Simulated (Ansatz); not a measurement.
**AlClH3NS: how energies converge with the basis set**

The task here is to estimate one member of a computed series from the others.

The runs use Ansatz 0.2.0, Gaussian basis; one geometry, several basis sets.

Levels to be run: PBE0-D4/def2-SVP; ωB97M-V/def2-SVP; PBE0-D4/def2-QZVPP; ωB97M-V/def2-QZVPP; the functionals' def2-TZVPP values are taken from earlier runs.

## The relaxed structure

The geometry comes from an earlier relaxation with PBE0-D4 in a triple-zeta def2 set; it is a stationary point, not always the lowest conformer.

SMILES `[NH2][Al]([SH])[Cl]`, 7 atoms, charge 0, spin multiplicity 1.

Atoms are counted from 1 here; the program's logs count them from 0.

Bond lengths: N1–Al2 1.754 Å, N1–H5 1.006 Å, N1–H6 1.007 Å, Al2–S3 2.173 Å, Al2–Cl4 2.090 Å, S3–H7 1.345 Å. Angles: Al2–N1–H5 125.8°, Al2–N1–H6 123.5°, H5–N1–H6 110.7°, N1–Al2–S3 123.5°, N1–Al2–Cl4 119.0°, S3–Al2–Cl4 117.6°, Al2–S3–H7 92.8°.

Geometry (Å):

```
N    -0.5988    1.0464    0.1381
Al   -0.1902   -0.6039   -0.2929
S     1.7424   -1.5064    0.1207
Cl   -1.6222   -1.7833   -1.2556
H     0.0079    1.7015    0.6017
H    -1.4944    1.4648   -0.0538
H     2.2165   -0.3871    0.6963
```

Set-up of the first run:

The input, in.yaml:

```yaml
crystal:
  periodic: [false, false, false]
  atoms:
    - {symbol: N, position_ang: [-0.598825, 1.046428, 0.138054]}
    - {symbol: Al, position_ang: [-0.190160, -0.603931, -0.292936]}
    - {symbol: S, position_ang: [1.742352, -1.506443, 0.120687]}
    - {symbol: Cl, position_ang: [-1.622192, -1.783305, -1.255632]}
    - {symbol: H, position_ang: [0.007891, 1.701475, 0.601714]}
    - {symbol: H, position_ang: [-1.494426, 1.464844, -0.053803]}
    - {symbol: H, position_ang: [2.216459, -0.387068, 0.696315]}
basis:
  gaussian: {orbitals: def2-SVP}
hamiltonian: {xc: pbe0, dispersion: d4}
output: {orbitals: {seedname: orbitals}}
```

Steps of the session up to this table: PBE0-D4 in def2-SVP; ωB97M-V in def2-SVP; PBE0-D4 in def2-QZVPP; ωB97M-V in def2-QZVPP.

One table of the session follows, with a row left open; its other results are not shown here.

It belongs to the step «Density functionals: the series». 

| functional | basis | HOMO (eV) |
| --- | --- | --- |
| PBE0-D4 | def2-SVP | -7.43 |
| PBE0-D4 | def2-TZVPP | -7.63 |
| PBE0-D4 | def2-QZVPP | -7.68 |
| ωB97M-V | def2-SVP | ? |
| ωB97M-V | def2-TZVPP | -9.87 |
| ωB97M-V | def2-QZVPP | -9.92 |

Estimate the missing values for ωB97M-V, def2-SVP.

**Answer.** HOMO (eV): -9.63. In the column «HOMO (eV)» it lies between ωB97M-V, def2-TZVPP (-9.87) and PBE0-D4, def2-QZVPP (-7.68).
